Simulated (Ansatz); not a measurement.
# Na3Cl2 (Cmmm) in Ansatz: reference runs

Reference runs on Na3Cl2: the cell as given and a disturbed copy.

Everything below comes from runs of Ansatz 0.2.0. Logs are shortened: lines on timing, memory, paths and dates and some standing lists are left out, and cuts for length are marked.

## (1) The structure

It takes space group Cmmm (No. 65, orthorhombic). The conventional cell has a = 3.520 Å, b = 20.341 Å, c = 3.528 Å, α = 90.00°, β = 90.00°, γ = 90.00°. Cl (site symmetry m2m) is surrounded by 8 Na at 3.00 to 3.05 Å. Na (site symmetry m2m) is surrounded by 4 Cl at 3.00 Å and 1 Na at 3.44 Å. Around Na (site symmetry mmm) lie 8 Cl at 3.05 Å and 2 Na at 3.44 Å.

The cell comes from a database or a generator and needn't be the stable form of this composition.

## (2) Single point, PBE

input.yaml

```yaml
crystal:
  lattice:
    - [1.759951, -10.170256, 0.0]
    - [1.759951, 10.170256, 0.0]
    - [0.0, 0.0, 3.527636]
  atoms:
    - { symbol: Cl, position: [0.086598, 0.913402, 0.5] }
    - { symbol: Cl, position: [0.913402, 0.086598, 0.5] }
    - { symbol: Na, position: [0.668989, 0.331011, 0.0] }
    - { symbol: Na, position: [0.331011, 0.668989, 0.0] }
    - { symbol: Na, position: [0.5, 0.5, 0.0] }
hamiltonian:
  xc: pbe
  pseudopotentials: { kind: paw }
kpoints:
  mp_grid: { grid: [8, 8, 8] }
scf:
  occupations: { method: fermi_dirac, width: 0.05 }
output:
  forces: true
  stress: true
  eigenvalues: true
```

Potentials or basis: Ansatz PAW.

Started as:

```
ansatz run input.yaml --threads 2 --pin off --max-ram 5120MiB --backend cpu --events-out ev --progress --plain --runs-dir out
```

Output:

```text
Warning: RAYON_NUM_THREADS=2 ignored (pool sized by the plan → 2); use --threads N
basis.fft_grid_basis auto: the FFT boxes are laid along the combinations [[1, 1, 0], [0, 1, 0], [0, 0, 1]] of the cell's own vectors, 3.520, 10.321 and 3.528 Å long. The dense box has 24×72×24 points. Along the cell's own vectors, as sized, it would have 72×72×24, 3.00 times as many. Of the 8 symmetry operations that the crystal satisfies within crystal.symmetry.tolerance (time reversal apart; of a slab, those that keep its plane) the dense box along the cell's own vectors carries 8, and the one as laid loses 4 of those. basis.fft_grid_basis: typed keeps the cell's own vectors: state it where this run's energies or levels are differenced outside the engine with another run's, or held beside a run that keeps those vectors.
Engine: ansatz 0.2.0, aarch64-unknown-linux-gnu
Pseudopotentials: kind: paw
Pseudopotential: Cl, paw, valence charge 7, recommended cutoff 420 eV (normal), Cl.paw.azcp
Pseudopotential: Na, paw, valence charge 9, recommended cutoff 420 eV (normal), Na.paw.azcp
Functional definition: PBE
  parameter kappa = 0.804
  parameter beta = 0.06672455060314922
  exchange = pbe_x(kappa = kappa, mu = beta*pi^2/3)
  correlation = pbe_c(beta = beta)
Crystal: 5 atoms, lattice volume = 126.283 Å³
Basis set: ecut = 420 eV, 2443 PW (Γ), FFT grids on a1+a2, a2, a3, exchange–correlation on 48×144×48 points (8 copies of the dense FFT grid, shifted against one another)
Bands: 26, of which v1, the nominal top of the filled ones, is band 21 counted from 1 (20 counted from 0)
Symmetry: 8 space group operations
Space group: Cmmm (ITA 65), of the structure as read, at distance tolerance 5.0e-5 Å
k-points: 105 of 512
Non-local potential: Cl, projectors of the file, l = 0: 2, l = 1: 2, l = 2: 2
Non-local potential: Na, projectors of the file, l = 0: 3, l = 1: 2, l = 2: 1
PAW form: soft (Blöchl's): semilocal exchange-correlation on the pseudo side does not see the compensation charge
PAW one-centre angular grid: Cl, 110 points (default); XC on 64 Gauss nodes
PAW one-centre angular grid: Na, 110 points (default); XC on 64 Gauss nodes
Initial density: superposition of atomic densities (neutral atoms: chi_scale 0, normalization atom), corrected by the library's trained network
Initial wavefunctions: pseudopotential atomic-orbital guess
Functional: x = pbe(κ = 0.804, μ = 0.2195149727645171), c = pbe(β = 0.06672455060314922)
SCF iter   1: F=—  HF=-6624.694304 eV  |F-HF|=—  |Δ(HF+E_count)|=         —  Δρ=1.95e-3  dr2=2.34e-2  ethr=1.77e-3  ⟨swp⟩=6.4  Hψ=11486  notcnv=0
preconditioner: auto → Kerker (q_TF=auto, 2.262 Å⁻¹)  [metal: Δε(μ)=0.018 eV  Ē_g=8.209 eV  σ=0.050 eV  W_gap=0.09  n_scr=24 (ndim 8)  ℏωp=11.9 eV  f_vac=0.001  D(μ)=1.17/eV (n_scr^D=4)]
SCF iter   2: F=—  HF=-6624.689264 eV  |F-HF|=—  |Δ(HF+E_count)|=   5.04e-3  Δρ=1.26e-3  dr2=1.60e-2  ethr=5.70e-5  ⟨swp⟩=1.9  Hψ=3806  notcnv=0
SCF iter   3: F=—  HF=-6624.686558 eV  |F-HF|=—  |Δ(HF+E_count)|=   2.71e-3  Δρ=7.74e-4  dr2=4.53e-3  ethr=3.90e-5  ⟨swp⟩=2.0  Hψ=3543  notcnv=0
SCF iter   4: F=—  HF=-6624.685574 eV  |F-HF|=—  |Δ(HF+E_count)|=   9.85e-4  Δρ=3.83e-4  dr2=1.70e-3  ethr=1.10e-5  ⟨swp⟩=1.2  Hψ=3053  notcnv=0
SCF iter   5: F=—  HF=-6624.685241 eV  |F-HF|=—  |Δ(HF+E_count)|=   3.32e-4  Δρ=2.55e-4  dr2=6.48e-4  ethr=4.15e-6  ⟨swp⟩=1.6  Hψ=2708  notcnv=0
SCF iter   6: F=—  HF=-6624.685119 eV  |F-HF|=—  |Δ(HF+E_count)|=   1.23e-4  Δρ=1.86e-4  dr2=2.10e-4  ethr=1.58e-6  ⟨swp⟩=2.6  Hψ=4094  notcnv=0
SCF iter   7: F=—  HF=-6624.685057 eV  |F-HF|=—  |Δ(HF+E_count)|=   6.17e-5  Δρ=7.84e-5  dr2=4.24e-5  ethr=5.13e-7  ⟨swp⟩=2.8  Hψ=4520  notcnv=0
SCF iter   8: F=—  HF=-6624.685075 eV  |F-HF|=—  |Δ(HF+E_count)|=   1.82e-5  Δρ=4.10e-5  dr2=3.97e-6  ethr=1.03e-7  ⟨swp⟩=2.2  Hψ=3443  notcnv=0  defer=69
SCF iter   9: F=—  HF=-6624.685075 eV  |F-HF|=—  |Δ(HF+E_count)|=   3.08e-7  Δρ=1.41e-5  dr2=3.54e-7  ethr=9.67e-9  ⟨swp⟩=2.3  Hψ=3978  notcnv=0  defer=78
SCF iter  10: F=-6624.685075 eV  HF=-6624.685075 eV  |F-HF|=2.56e-8  |Δ(HF+E_count)|=   1.17e-8  Δρ=6.52e-6  dr2=5.72e-8  ethr=2.44e-10  ⟨swp⟩=7.8  Hψ=11783  notcnv=0
SCF 1 converged in 10 iterations: F = -6624.685075 eV  dr2 = 5.72e-8
SCF converged after 10 iterations
Free energy (F): -6624.685075 eV
Harris-Foulkes:  -6624.685075 eV  (|F-HF|=2.56e-8)
Internal energy: -6624.676090 eV  (E = F + TS)
E sigma→0 (E₀):  -6624.680583 eV
Entropy (-TS):   -0.008985 eV (-1.797 meV/atom)
Fermi energy:    4.516707 eV
--- Per-component energies (eV) ---
  E_band       = -722.777941
  E_kinetic    = 685.538582
  E_local      = -4720.272094  (includes V_loc(G=0)·N_el)
  E_nonlocal   = 401.993446
  E_hartree    = 1709.539947
  E_xc         = -332.213932
  E_vxc        = -395.658512  (∫ρ·V_xc dr)
  E_paw        = -2108.105430  (= ΣΔE_a)
  E_vpaw       = -113.460774  (= ΣTr[D̂ρ^β])
  E_aug_tail   = 0.000104  (compensation charges beyond the density's cutoff)
  E_ewald      = -2261.156712
  E_smearing   = -0.008985  (= −TS)
  E_closure    = 0.000000  (closes the sum)
  Σ components = -6624.685075   (vs F -6624.685075, Δ=0.00e0)
--- Forces (eV/Å), atoms counted from 1 ---
  atom   1  Cl     0.00000000     0.00930384     0.00000000
  atom   2  Cl     0.00000000    -0.00930384     0.00000000
  atom   3  Na     0.00000000     0.00734224     0.00000000
  atom   4  Na     0.00000000    -0.00734224     0.00000000
  atom   5  Na     0.00000000     0.00000000     0.00000000
  max |Σ_I F_I| component: 6.31e-30 eV/Å
--- Stress (GPa, compression-positive) ---
        0.139965       0.000000       0.000000
        0.000000       0.143040       0.000000
        0.000000       0.000000      -0.110113
  P = ⅓ Tr σ = 0.0576 GPa (0.576 kbar)
--- Band table (eV; the first three rows and the last of 105) ---
  k-point 0: bands = ["-49.3568", "-48.9268", "-48.9262", "-21.2779", "-21.2529", "-21.2525", "-20.8468", "-20.8332", "-20.8322", "-20.8314", "-20.8306", "-20.8301", "-12.4034", "-12.2334", "-1.6178", "-0.4281", "0.3957", "0.4133", "0.5108", "0.5275", "2.6732", "5.9534", "6.1055", "8.5123", "9.6277", "9.7331"]
  k-point 1: bands = ["-49.3566", "-48.9266", "-48.9260", "-21.2771", "-21.2577", "-21.2524", "-20.8460", "-20.8366", "-20.8353", "-20.8328", "-20.8314", "-20.8301", "-12.3596", "-12.1953", "-1.5352", "-0.3792", "-0.0556", "0.1366", "0.4454", "0.5609", "2.8967", "6.2983", "6.3880", "8.7765", "9.6071", "9.8375"]
  k-point 2: bands = ["-49.3561", "-48.9261", "-48.9255", "-21.2750", "-21.2701", "-21.2513", "-20.8492", "-20.8474", "-20.8440", "-20.8317", "-20.8299", "-20.8291", "-12.2505", "-12.1004", "-1.3265", "-0.9148", "-0.6695", "-0.2052", "0.5248", "0.6435", "3.4560", "6.8924", "6.9817", "8.6484", "9.3660", "9.4165"]
  k-point 104: bands = ["-49.3554", "-48.9254", "-48.9249", "-21.2877", "-21.2721", "-21.2497", "-20.8667", "-20.8646", "-20.8410", "-20.8301", "-20.8283", "-20.8276", "-12.0865", "-11.9587", "-1.8805", "-1.5562", "-0.9583", "-0.0319", "0.6423", "0.7662", "5.3145", "5.8242", "6.8518", "7.8236", "9.2607", "10.2557"]
```

Wall time 9.6 s (2 threads of Arm Neoverse V1, shared host); peak memory 0.51 GiB.

Results:

```yaml
Free_energy: -6624.6851 eV
Pressure: 0.1 GPa
Largest_force: 0.009 eV/Å
Band_gap_on_the_k_mesh: none (metal or under the smearing width)
```

Forces in eV/Å, atoms in the order of the input:
```
Cl   0.000  0.009  0.000
Cl   0.000 -0.009  0.000
Na   0.000  0.007  0.000
Na   0.000 -0.007  0.000
Na   0.000  0.000  0.000
```

Stress tensor (GPa, compression positive):
```
 0.14  0.00  0.00
 0.00  0.14  0.00
 0.00  0.00 -0.11
```

Levels at points of the mesh, in eV from the Fermi level:
| k point | band 18 | band 19 | band 20 | band 21 | band 22 | band 23 | band 24 | band 25 |
| --- | --- | --- | --- | --- | --- | --- | --- | --- |
| (0.00, 0.00, 0.00) | -4.10 | -4.01 | -3.99 | -1.84 | 1.44 | 1.59 | 4.00 | 5.11 |
| (0.00, 0.00, -0.50) | -4.52 | -3.87 | -3.75 | 0.65 | 1.11 | 3.13 | 3.68 | 4.30 |
| (0.00, -0.50, 0.00) | -4.53 | -3.89 | -3.76 | 0.96 | 0.97 | 2.72 | 3.46 | 4.58 |
| (0.00, -0.50, -0.50) | -5.59 | -5.09 | -4.21 | 2.12 | 2.79 | 3.39 | 3.40 | 3.60 |
| (-0.50, -0.50, 0.00) | -4.10 | -4.01 | -3.99 | -1.54 | 0.44 | 2.84 | 3.30 | 5.12 |
| (-0.50, -0.50, -0.50) | -4.55 | -3.87 | -3.75 | 0.80 | 1.31 | 2.34 | 3.31 | 4.74 |

Caveat: an odd number of electrons without spin polarisation forces a metal; a magnetic or distorted state may lie lower.

## (3) Single point, PBE (atoms moved at random, drawn with an rms of 0.05 Å)

input.yaml

```yaml
crystal:
  lattice:
    - [1.759951, -10.170256, 0.0]
    - [1.759951, 10.170256, 0.0]
    - [0.0, 0.0, 3.527636]
  atoms:
    - { symbol: Cl, position: [0.072607, 0.89962, 0.514258] }
    - { symbol: Cl, position: [0.915596, 0.088087, 0.499988] }
    - { symbol: Na, position: [0.683097, 0.346419, -0.006071] }
    - { symbol: Na, position: [0.335364, 0.675689, 0.007314] }
    - { symbol: Na, position: [0.497841, 0.495797, 0.00658] }
hamiltonian:
  xc: pbe
  pseudopotentials: { kind: paw }
kpoints:
  mp_grid: { grid: [8, 8, 8] }
scf:
  occupations: { method: fermi_dirac, width: 0.05 }
output:
  forces: true
  stress: true
  eigenvalues: true
```

Potentials or basis: Ansatz PAW.

Started as:

```
ansatz run input.yaml --threads 2 --pin off --max-ram 5120MiB --backend cpu --events-out ev --progress --plain --runs-dir out
```

It took 40 s on 2 threads of Arm Neoverse V1, shared host; peak memory 0.81 GiB.

The run converged. Its results:

```
Free energy            : -6624.6815 eV
Pressure               : 0.1 GPa
Largest force          : 0.079 eV/Å
Band gap on the k mesh : none (metal or under the smearing width)
```

Forces on the atoms (eV/Å):
```
Cl   0.024  0.000 -0.016
Cl   0.008  0.016  0.001
Na  -0.027 -0.025  0.015
Na   0.000 -0.070 -0.002
Na  -0.006  0.079  0.003
```

Stress tensor (GPa, compression positive):
```
 0.16  0.05 -0.03
 0.05  0.16 -0.07
-0.03 -0.07 -0.10
```

Levels at points of the mesh, in eV from the Fermi level:
```csv
k point,band 16,band 17,band 18,band 19,band 20,band 21,band 22,band 23,band 24,band 25
"(0.00, 0.00, 0.00)",-4.90,-4.12,-4.10,-3.92,-3.91,-1.84,1.48,1.61,4.02,5.15
"(0.00, 0.00, -0.50)",-6.00,-5.46,-4.47,-3.87,-3.67,0.66,1.11,3.18,3.69,4.32
"(0.00, -0.50, 0.00)",-6.01,-5.45,-4.49,-3.89,-3.68,0.96,0.99,2.72,3.49,4.60
"(0.00, -0.50, -0.50)",-5.78,-5.52,-5.52,-5.06,-4.17,2.17,2.81,3.41,3.45,3.60
"(-0.50, 0.00, 0.00)",-6.01,-5.45,-4.48,-3.89,-3.68,0.94,0.97,2.81,3.48,4.62
"(-0.50, 0.00, -0.50)",-5.78,-5.52,-5.52,-5.06,-4.17,2.15,2.83,3.40,3.42,3.62
"(-0.50, -0.50, 0.00)",-5.02,-4.12,-4.10,-3.92,-3.91,-1.53,0.48,2.87,3.32,5.15
"(-0.50, -0.50, -0.50)",-6.01,-5.44,-4.50,-3.87,-3.67,0.80,1.30,2.38,3.34,4.77
```

Caveat: an odd number of electrons without spin polarisation forces a metal; a magnetic or distorted state may lie lower.
